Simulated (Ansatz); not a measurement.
# GaB2As3: the cost of one run

Computed with Ansatz 0.2.0 (DFT PBE, scalar-relativistic, plane waves, PAW, unless a step's input says otherwise).

### Step 1. Starting point

Symmetry: P4mm, No. 99, tetragonal system. The conventional cell has a = 3.732 Å, b = 3.732 Å, c = 7.548 Å, α = 90.00°, β = 90.00°, γ = 90.00°. Ga (site symmetry 4mm) has 5 B at 2.68 to 2.75 Å and 4 As at 2.83 Å as nearest neighbours. Around B (site symmetry 4mm) lie 1 As at 1.82 Å. B (site symmetry 4mm) is surrounded by 4 As at 2.55 Å and 1 Ga at 2.68 Å. As (site symmetry 2mm) is surrounded by 2 B at 2.55 Å and 6 As at 2.64 to 2.81 Å. As (site symmetry 4mm) is surrounded by 1 B at 1.82 Å.

Coordinates:

```
Ga B As
1.0
     3.73248    0.00000    0.00000
     0.00000    3.73248    0.00000
     0.00000    0.00000    7.54776
Ga B As
1 2 3
Direct
  0.50000 0.50000 0.70297
  0.00000 0.00000 0.59885
  0.50000 0.50000 0.34792
  0.50000 0.00000 0.11831
  0.00000 0.50000 0.11831
  0.00000 0.00000 0.83954
```

Recipe of the guess: random cell by space group and Wyckoff sites (P4mm, No. 99). Lengths come from tabulated atomic sizes and are only a guess.

### Step 2. The guess as it stands, on a coarse mesh

Contents of input.yaml:

```yaml
crystal:
  lattice:
    - [3.73248094, 0.0, 0.0]
    - [0.0, 3.73248094, 0.0]
    - [0.0, 0.0, 7.54775587]
  atoms:
    - { symbol: Ga, position: [0.5, 0.5, 0.7029737] }
    - { symbol: B, position: [0.0, 0.0, 0.59884984] }
    - { symbol: B, position: [0.5, 0.5, 0.34791741] }
    - { symbol: As, position: [0.5, 0.0, 0.11831161] }
    - { symbol: As, position: [0.0, 0.5, 0.11831161] }
    - { symbol: As, position: [0.0, 0.0, 0.83953983] }
basis:
  ecutwfc: 420
kpoints:
  mp_grid: { grid: [6, 6, 2] }
hamiltonian:
  xc: pbe
scf:
  occupations: { method: gaussian, width: 0.1 }
  lower_state_search: "off"
output:
  forces: true
  stress: true
  eigenvalues: true
```

Command:

```
$ ansatz run input.yaml --threads 1 --pin off --max-ram 2560MiB --backend cpu --events-out ev --progress --plain --runs-dir out
```

**Question.** How long does this run take on 1 thread of Arm Neoverse V2, shared host, and how much memory does it need?

About 6.6 s, with a peak of 0.34 GiB.
